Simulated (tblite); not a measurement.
# C4H8B2FN: the cost of one run

The runs use tblite 0.8.0 and PySCF 2.14.0, with density-fitted response routines of our own; the level of theory stands in each step. All values are computed, except where a source is named. Atoms count from 0, in the outputs and in this text.

### Step 1. The starting structure

16 atoms, charge 0, multiplicity 1; geometry from: force field or distance geometry start.

Bonds of the start (Å): B0–N1 1.52, N1–C2 1.43, C2–B3 1.58, B3–F4 1.43, N1–C5 1.43, C5–C6 1.46, C6–C7 1.21, B0–H8 1.18, B0–H9 1.19, C2–H10 1.13, C2–H11 1.11, B3–H12 1.21, C5–H13 1.11, C5–H14 1.11, C7–H15 1.08.

### Step 2. Geometry optimisation with GFN2-xTB

What the job is given:

```
{"job": {"kind": "relax", "xc": "GFN2-xTB", "basis": "xTB"}, "charge": 0, "multiplicity": 1}
B      0.328400     1.631500     0.826800
N     -0.044300     0.230200     0.366300
C      0.926700    -0.197900    -0.593700
B      2.405600    -0.218500    -0.050200
F      3.087300     0.979700     0.346000
C     -1.409700     0.239700    -0.041900
C     -1.868900    -1.129100    -0.260800
C     -2.230000    -2.270000    -0.432200
H      0.660300     2.401000    -0.007800
H     -0.322800     2.075600     1.724100
H      0.944900     0.476800    -1.504100
H      0.671900    -1.234100    -0.911900
H      2.924300    -1.252700     0.301200
H     -1.987200     0.677400     0.795400
H     -1.513200     0.881300    -0.944900
H     -2.580800    -3.282100    -0.582200
```

Command:

```sh
$ OMP_NUM_THREADS=1 python probes_run.py task.json out
```

This one command runs all jobs of the session in turn.

Q: Estimate the wall time and peak memory of this first job on 1 thread of Arm Neoverse N1, shared host.

About 1.1 s, with a peak of 0.18 GiB.
